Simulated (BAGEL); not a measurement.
# CH3GeO2 (SMILES O=C[O][GeH2]) at UHF/STO-3G (density fitting with qzvpp-jkfit)

Aim: the electronic atomisation energy of CH3GeO2 at UHF/STO-3G (density fitting with qzvpp-jkfit), from 5 runs. 

Program for the calculation: BAGEL 1.2.2.

23 further runs of the same task are left out: 4 that didn't finish, 19 set aside as unsound or not needed.

### 1 Starting point

CH3GeO2: 7 atoms, total charge 0, spin state doublet. As SMILES, `O=C[O][GeH2]`. The shape comes from GFN2-xTB, which is rough for such elements, and wasn't checked as a minimum.

Bond lengths: O1–C2 1.217 Å, C2–O3 1.273 Å, O3–Ge4 1.971 Å, C2–H5 1.102 Å, Ge4–H6 1.617 Å, Ge4–H7 1.588 Å. Angles: O1–C2–O3 122.7°, C2–O3–Ge4 101.0°, O1–C2–H5 121.4°, O3–C2–H5 115.9°, O3–Ge4–H6 92.2°, O3–Ge4–H7 96.2°, H6–Ge4–H7 104.4°. A long bond or contact: O1–Ge4 2.481 Å.

### 2 The energy at UHF/STO-3G (density fitting with qzvpp-jkfit)

Contents of calc.json:

```json
{ "bagel": [

{
  "title": "molecule",
  "basis": "sto-3g",
  "df_basis": "qzvpp-jkfit",
  "angstrom": true,
  "geometry": [
    { "atom": "O", "xyz": [       0.043680,      -1.406260,       0.788880 ] },
    { "atom": "C", "xyz": [       0.947420,      -0.632270,       0.532390 ] },
    { "atom": "O", "xyz": [       0.740360,       0.541160,       0.084610 ] },
    { "atom": "Ge", "xyz": [      -1.221600,       0.533590,      -0.099360 ] },
    { "atom": "H", "xyz": [       2.003380,      -0.911830,       0.681540 ] },
    { "atom": "H", "xyz": [      -1.254250,       2.100950,      -0.494270 ] },
    { "atom": "H", "xyz": [      -1.258990,      -0.225330,      -1.493790 ] }
  ]
},

{
  "title": "uhf",
  "nopen": 1
},

{
  "title": "print",
  "file": "orbitals.molden",
  "orbitals": true
}

]}
```

On the command line:

```sh
$ BAGEL_NUM_THREADS=1 BAGEL calc.json > calc.out
```

Standard output:

```text
* using 1 threads per process

  ===============================================================
  ===============================================================

  *** Geometry ***

[... 23 lines left out ...]
      * DIIS with orbital gradients will be used.

  === UHF iteration (sto-3g) ===
      0      -2238.36927417          0.03790069           0.07
      1      -2238.48064873          0.01875922           0.07
      2      -2238.50176527          0.00969443           0.07
[... 42 lines of this table left out ...]
     45      -2238.51094126          0.00000001           0.08
    * SCF iteration converged.

    * S^2 (UHF) is 0.7996

    * Permanent dipole moment:
           (    0.426281,    -0.223569,    -0.125628) a.u.

    * METHOD: UHF                                  3.44

    * METHOD: PRINT                                0.00

  ===============================================================
```

Run time: 3.9 s. Hardware: 1 thread of Arm Neoverse V2, shared host.

### 3 The C atom, same level

Contents of calc.json:

```json
{ "bagel" : [

{
  "title" : "molecule",
  "basis" : "sto-3g",
  "df_basis" : "qzvpp-jkfit",
  "angstrom" : true,
  "geometry" : [
    { "atom" : "C", "xyz" : [    0.000000,    0.000000,    0.000000 ] }
  ]
},
{
  "title" : "uhf",
  "charge" : 0,
  "nopen" : 2
},
{
  "title" : "print",
  "file" : "orbitals.molden",
  "orbitals" : true
}

]}
```

On the command line:

```sh
$ BAGEL_NUM_THREADS=1 BAGEL calc.json > calc.out
```

Standard output:

```text
* using 1 threads per process

  ===============================================================
  ===============================================================

  *** Geometry ***

  { "atom" : "C", "xyz" : [      0.000000,      0.000000,      0.000000 ] },

  Number of auxiliary basis functions:       75

  Since a DF basis is specified, we compute 2- and 3-index integrals:
    o Being stored without compression. Storage requirement is 0.000 GB

  Number of basis functions:        5
  Number of electrons      :        6

    * METHOD: MOLECULE                             0.01

  *** Open-shell HF ***

  === Nuclear Repulsion ===
     0.0000000000

      * DIIS with orbital gradients will be used.

  === UHF iteration (sto-3g) ===
      0        -37.19852448          0.00000000           0.00
    * SCF iteration converged.

    * S^2 (UHF) is 2.0000

    * Permanent dipole moment:
           (   -0.000000,    -0.000000,    -0.000000) a.u.

    * METHOD: UHF                                  0.01

    * METHOD: PRINT                                0.00

  ===============================================================
```

Run time: 0.18 s. Hardware: 1 thread of Arm Neoverse V2, shared host.

### 4 The Ge atom, same level

Contents of hf.json:

```json
{ "bagel": [

{
  "title": "molecule",
  "basis": "sto-3g",
  "df_basis": "qzvpp-jkfit",
  "angstrom": true,
  "geometry": [
    { "atom": "Ge", "xyz": [       0.000000,       0.000000,       0.000000 ] }
  ]
},

{
  "title": "uhf",
  "nopen": 2
},

{
  "title": "print",
  "file": "orbitals.molden",
  "orbitals": true
}

]}
```

Run the same way, it converges to -2051.63677 Eh (log not shown).

### 5 The H atom, same level

Contents of hf.json:

```json
{ "bagel": [

{
  "title": "molecule",
  "basis": "sto-3g",
  "df_basis": "qzvpp-jkfit",
  "angstrom": true,
  "geometry": [
    { "atom": "H", "xyz": [    0.000000,    0.000000,    0.000000 ] }
  ]
},
{ "title": "uhf", "charge": 0, "nopen": 1 },
{ "title": "print", "file": "orbitals.molden", "orbitals": true }

]}
```

Run the same way, it converges to -0.46658 Eh (log not shown).

### 6 The O atom at the same level

Contents of input.json:

```json
{ "bagel" : [

{
  "title" : "molecule",
  "basis" : "sto-3g",
  "df_basis" : "qzvpp-jkfit",
  "angstrom" : "true",
  "geometry" : [
    { "atom" : "O", "xyz" : [    0.000000,    0.000000,    0.000000 ] }
  ]
},
{
  "title" : "uhf",
  "nopen" : 2
},
{
  "title" : "print",
  "file" : "orbitals.molden",
  "orbitals" : "true"
}

]}
```

Run the same way, it converges to -73.80422 Eh (log not shown).

### 7 Summary of results

At UHF/STO-3G (density fitting with qzvpp-jkfit):

```
                     quantity           value
       molecule: total energy  -2238.51094 Eh
      molecule: dipole moment          1.26 D
               molecule: ⟨S²⟩           0.800
         C atom: total energy    -37.19852 Eh
        C atom: dipole moment          0.00 D
                 C atom: ⟨S²⟩           2.000
        Ge atom: total energy  -2051.63677 Eh
       Ge atom: dipole moment          0.00 D
                Ge atom: ⟨S²⟩           2.000
         H atom: total energy     -0.46658 Eh
        H atom: dipole moment          0.00 D
                 H atom: ⟨S²⟩           0.750
         O atom: total energy    -73.80422 Eh
        O atom: dipole moment          0.00 D
                 O atom: ⟨S²⟩           2.000
electronic atomisation energy       18.163 eV
```

**Reading.** Taking the molecule apart into free atoms costs 18.16 eV (419 kcal/mol), before zero-point energy and without spin-orbit coupling. Hartree–Fock lacks the correlation of the bonding pairs, which as a rule makes this value much too low; in minimal bases other errors can mask that. In a minimal basis such a difference can be off by several eV, whatever the method.
